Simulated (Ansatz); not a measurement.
# H6InO3P: the cost of one run

Method: the settings change from run to run; program: Ansatz 0.2.0, Gaussian basis.

### 1 The geometry

An earlier PBE0-D4 in a triple-zeta def2 set relaxation fixed the geometry. In takes a core potential in def2 sets; no spin-orbit term is included.

SMILES `[OH][In-]([OH])([OH])[PH3+]`, 11 atoms, charge 0, spin multiplicity 1.

Atoms are counted from 1 here; the program's logs count them from 0.

Bond lengths: O1–In2 1.996 Å, O1–H6 0.960 Å, In2–O3 1.996 Å, In2–O4 1.996 Å, In2–P5 2.771 Å, O3–H7 0.960 Å, O4–H8 0.960 Å, P5–H9 1.410 Å, P5–H10 1.410 Å, P5–H11 1.410 Å. Angles: In2–O1–H6 111.7°, O1–In2–O3 118.8°, O1–In2–O4 118.8°, O1–In2–P5 96.4°, O3–In2–O4 118.8°, O3–In2–P5 96.4°, O4–In2–P5 96.2°, In2–O3–H7 111.8°, In2–O4–H8 111.8°, In2–P5–H9 119.1°, In2–P5–H10 119.0°, In2–P5–H11 119.0°, H9–P5–H10 98.5°, H9–P5–H11 98.5°, H10–P5–H11 98.5°.

### 2 MP2/def2-SVPD

Set apart from the defaults: relativity set to none.

Contents of in.yaml:

```yaml
crystal:
  periodic: [false, false, false]
  atoms:
    - {symbol: O, position_ang: [-1.743258, 0.496744, 1.442338]}
    - {symbol: In, position_ang: [-0.108999, -0.485342, 0.852964]}
    - {symbol: O, position_ang: [1.654380, 0.025280, 1.635682]}
    - {symbol: O, position_ang: [-0.315686, -2.300125, 0.048534]}
    - {symbol: P, position_ang: [0.215063, 0.868337, -1.543088]}
    - {symbol: H, position_ang: [-1.559690, 1.081017, 2.181672]}
    - {symbol: H, position_ang: [2.254907, -0.722422, 1.678320]}
    - {symbol: H, position_ang: [-1.215655, -2.624470, 0.128610]}
    - {symbol: H, position_ang: [0.502231, 2.248067, -1.517706]}
    - {symbol: H, position_ang: [1.235866, 0.460196, -2.425204]}
    - {symbol: H, position_ang: [-0.853859, 0.895815, -2.461424]}
basis:
  gaussian: {orbitals: def2-SVPD}
hamiltonian: {xc: {name: HF}, pseudopotentials: {relativity: none}}
correlation: {method: mp2}
output: {forces: true}
```

Run with:

```console
$ ansatz run in.yaml --threads 8 --pin off --events-out ev --progress --plain --max-ram 20889MiB
```

**Question.** How long does this run take on 8 threads of AMD EPYC, shared host, and how much memory does it need?

About 16 s, with a peak of 0.63 GiB.
